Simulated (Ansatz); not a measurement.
# C₃H₆F₃N: small, medium and large basis sets

How large a basis does C₃H₆F₃N need? Two functionals are run in growing sets.

The runs use Ansatz 0.2.0, Gaussian basis; one geometry, several basis sets.

Plan: PBE0-D4/def2-SVP; ωB97M-V/def2-SVP; PBE0-D4/def2-QZVPP; ωB97M-V/def2-QZVPP; the functionals' def2-TZVPP values are taken from earlier runs.

### 1 The geometry

An earlier PBE0-D4/def2-TZVP relaxation fixed the geometry.

SMILES `CNCC(F)(F)F`, 13 atoms, charge 0, spin multiplicity 1.

Atoms are counted from 1 here; the program's logs count them from 0.

Bond lengths: C1–N2 1.446 Å, C1–H8 1.093 Å, C1–H9 1.102 Å, C1–H10 1.091 Å, N2–C3 1.437 Å, N2–H11 1.012 Å, C3–C4 1.509 Å, C3–H12 1.094 Å, C3–H13 1.103 Å, C4–F5 1.333 Å, C4–F6 1.340 Å, C4–F7 1.344 Å. Angles: N2–C1–H8 109.5°, N2–C1–H9 114.0°, N2–C1–H10 109.4°, H8–C1–H9 107.7°, H8–C1–H10 107.6°, H9–C1–H10 108.3°, C1–N2–C3 112.9°, C1–N2–H11 110.4°, C3–N2–H11 109.9°, N2–C3–C4 111.1°, N2–C3–H12 109.5°, N2–C3–H13 114.8°, C4–C3–H12 106.9°, C4–C3–H13 106.8°, H12–C3–H13 107.3°, C3–C4–F5 112.9°, C3–C4–F6 110.4°, C3–C4–F7 111.3° and more.

### 2 PBE0-D4 in def2-SVP

The input, in.yaml:

```yaml
crystal:
  periodic: [false, false, false]
  atoms:
    - {symbol: C, position_ang: [-0.101271, -1.918051, 0.033197]}
    - {symbol: N, position_ang: [0.078449, -0.583280, 0.560872]}
    - {symbol: C, position_ang: [-0.035984, 0.435989, -0.444949]}
    - {symbol: C, position_ang: [0.282085, 1.797344, 0.122962]}
    - {symbol: F, position_ang: [1.539701, 1.898668, 0.551592]}
    - {symbol: F, position_ang: [0.093879, 2.746938, -0.803986]}
    - {symbol: F, position_ang: [-0.518493, 2.091099, 1.162286]}
    - {symbol: H, position_ang: [0.710931, -2.149064, -0.661256]}
    - {symbol: H, position_ang: [-1.053073, -2.064724, -0.502934]}
    - {symbol: H, position_ang: [-0.052678, -2.640511, 0.849013]}
    - {symbol: H, position_ang: [-0.582505, -0.406919, 1.306446]}
    - {symbol: H, position_ang: [0.689231, 0.246410, -1.241224]}
    - {symbol: H, position_ang: [-1.029872, 0.511502, -0.917321]}
basis:
  gaussian: {orbitals: def2-SVP}
hamiltonian: {xc: pbe0, dispersion: d4}
output: {orbitals: {seedname: orbitals}}
```

Command:

```
> ansatz run in.yaml --threads 2 --pin off --events-out ev --progress --plain --max-ram 20480MiB --backend cpu
```

Further steps of the session: ωB97M-V in def2-SVP; PBE0-D4 in def2-QZVPP; ωB97M-V in def2-QZVPP.

Q: Predict the results of all the runs planned. Wanted: PBE0-D4: double and triple zeta above quadruple; ωB97M-V: double and triple zeta above quadruple.

As calculated:

| quantity | value |
| --- | --- |
| PBE0-D4: double and triple zeta above quadruple | 15.79, 0.67 eV |
| ωB97M-V: double and triple zeta above quadruple | 16.19, 0.64 eV |

PBE0-D4 gains 15.12 eV from double to triple zeta, then 0.67 eV more. These are total energies; as a rule much of such shifts cancels in differences, which this series doesn't test. The LUMO of ωB97M-V is positive and keeps falling with the basis (3.32 to 1.68 eV): an unbound level that the basis holds in place.
